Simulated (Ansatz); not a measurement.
**BFGeH4: up Jacob's ladder to CCSD(T)**

How much do the methods differ for BFGeH4? The plan is to run it at one geometry with functionals of several rungs and with coupled cluster. The yardstick is the atomisation energy at the CCSD(T) limit.

Method: functionals in def2-TZVPP, the program's frozen cores in correlated methods; program: Ansatz 0.2.0, Gaussian basis.

Levels to be run: LDA (SPW92), PBE-D4, revPBE-D4, BLYP-D4, r2SCAN-D4, B97M-V, PBE0-D4, B3LYP-D4, r2SCANh-D4, r2SCAN0-D4, HSE06-D4, BHLYP-D4, CAM-B3LYP-D4, LC-ωPBE, ωB97X-V, ωB97M-V, B2PLYP, PBE-QIDH; CCSD(T)/def2-SVP; CCSD(T)/def2-TZVPP; MP2/def2-QZVPP; extrapolation to the limit; RPA on PBE.

**1. The geometry**

The geometry comes from an earlier relaxation with PBE0-D4 in a triple-zeta def2 set; it is a stationary point, not always the lowest conformer.

SMILES `F[BH][GeH3]`, 7 atoms, charge 0, spin multiplicity 1.

Atoms are counted from 1 here; the program's logs count them from 0.

Bond lengths: F1–B2 1.319 Å, B2–Ge3 2.082 Å, B2–H4 1.201 Å, Ge3–H5 1.537 Å, Ge3–H6 1.540 Å, Ge3–H7 1.539 Å. Angles: F1–B2–Ge3 118.7°, F1–B2–H4 116.5°, Ge3–B2–H4 124.8°, B2–Ge3–H5 111.8°, B2–Ge3–H6 110.3°, B2–Ge3–H7 110.6°, H5–Ge3–H6 108.2°, H5–Ge3–H7 108.3°, H6–Ge3–H7 107.4°.

**2. LDA**

This LDA is Slater exchange with PW92 correlation.

The input, in.yaml:

```yaml
crystal:
  periodic: [false, false, false]
  atoms:
    - {symbol: F, position_ang: [-1.549667, -1.444953, 0.521749]}
    - {symbol: B, position_ang: [-0.299160, -1.192611, 0.184933]}
    - {symbol: Ge, position_ang: [0.266491, 0.782865, -0.150761]}
    - {symbol: H, position_ang: [0.433702, -2.140492, 0.098296]}
    - {symbol: H, position_ang: [1.736618, 0.890379, -0.586268]}
    - {symbol: H, position_ang: [0.083083, 1.616764, 1.130453]}
    - {symbol: H, position_ang: [-0.609866, 1.420047, -1.244102]}
basis:
  gaussian: {orbitals: def2-TZVPP}
hamiltonian: {xc: lda}
output: {orbitals: {seedname: orbitals}}
```

After this run come: PBE-D4 (GGA); revPBE-D4 (GGA); BLYP-D4 (GGA); r2SCAN-D4 (meta-GGA); B97M-V (meta-GGA); PBE0-D4 (hybrid); B3LYP-D4 (hybrid); r2SCANh-D4 (hybrid); r2SCAN0-D4 (hybrid); HSE06-D4 (hybrid); BHLYP-D4 (hybrid); CAM-B3LYP-D4 (range-separated); LC-ωPBE-D4 (range-separated); ωB97X-V (range-separated); ωB97M-V (range-separated); B2PLYP (double hybrid); PBE-QIDH (double hybrid); CCSD(T) in def2-SVP; CCSD(T) in def2-TZVPP; MP2 in def2-QZVPP; RPA on PBE orbitals.

Q: Predict the results of all the runs planned. Wanted: atomisation energy, CCSD(T)/CBS; farthest beyond LDA; mean size of error, GGA; mean size of error, meta-GGA; mean size of error, hybrid; mean size of error, range-separated; mean size of error, double hybrid; gap, smallest and largest; T1 diagnostic.

As calculated:

```
                               quantity                                                                                                                               value
        atomisation energy, CCSD(T)/CBS                                                                                                                       2193.2 kJ/mol
 functionals within 21.9 kJ/mol (1.0 %)  PBE-D4, BLYP-D4, r2SCAN-D4, PBE0-D4, B3LYP-D4, r2SCANh-D4, r2SCAN0-D4, HSE06-D4, CAM-B3LYP-D4, LC-ωPBE, ωB97X-V, ωB97M-V, PBE-QIDH
                    farthest beyond LDA                                                                                                             BHLYP-D4 (-49.4 kJ/mol)
                mean size of error, GGA                                                                                                                         23.6 kJ/mol
           mean size of error, meta-GGA                                                                                                                         17.0 kJ/mol
             mean size of error, hybrid                                                                                                                         20.2 kJ/mol
    mean size of error, range-separated                                                                                                                         10.3 kJ/mol
      mean size of error, double hybrid                                                                                                                         21.0 kJ/mol
              gap, smallest and largest                                                                                           3.97 eV (LDA (SPW92)), 11.43 eV (LC-ωPBE)
                          T1 diagnostic                                                                                                                              0.0133
triples share of the correlation energy                                                                                                                               3.1 %
```

In words: The LDA atomisation energy is off by 286.2 kJ/mol (13 %): it overbinds. PBE-D4 is off by +4.5 kJ/mol. Double hybrids carry the basis error of their MP2 part in triple zeta, and no dispersion term here, so their miss is partly the set-up's. The rungs range-separated, meta-GGA, hybrid, double hybrid miss on average by less than the doubt on the reference (21.9 kJ/mol), so they tie. The reference freezes the cores and leaves out relativity and excitations past (T), and its outer-core shells are covered unevenly, so misses under about 21.9 kJ/mol can't be ranked. Hartree-Fock recovers 76 % of the binding; the rest is correlation. CCSD(T) in def2-SVP is off by -109.6 kJ/mol, so the small basis spoils what the method gains. The gap grows from 4.0 to 11.4 eV across the functionals, mostly with the share of exact exchange. Correlated methods include outer-core shells of Ge, which these sets cover unevenly.
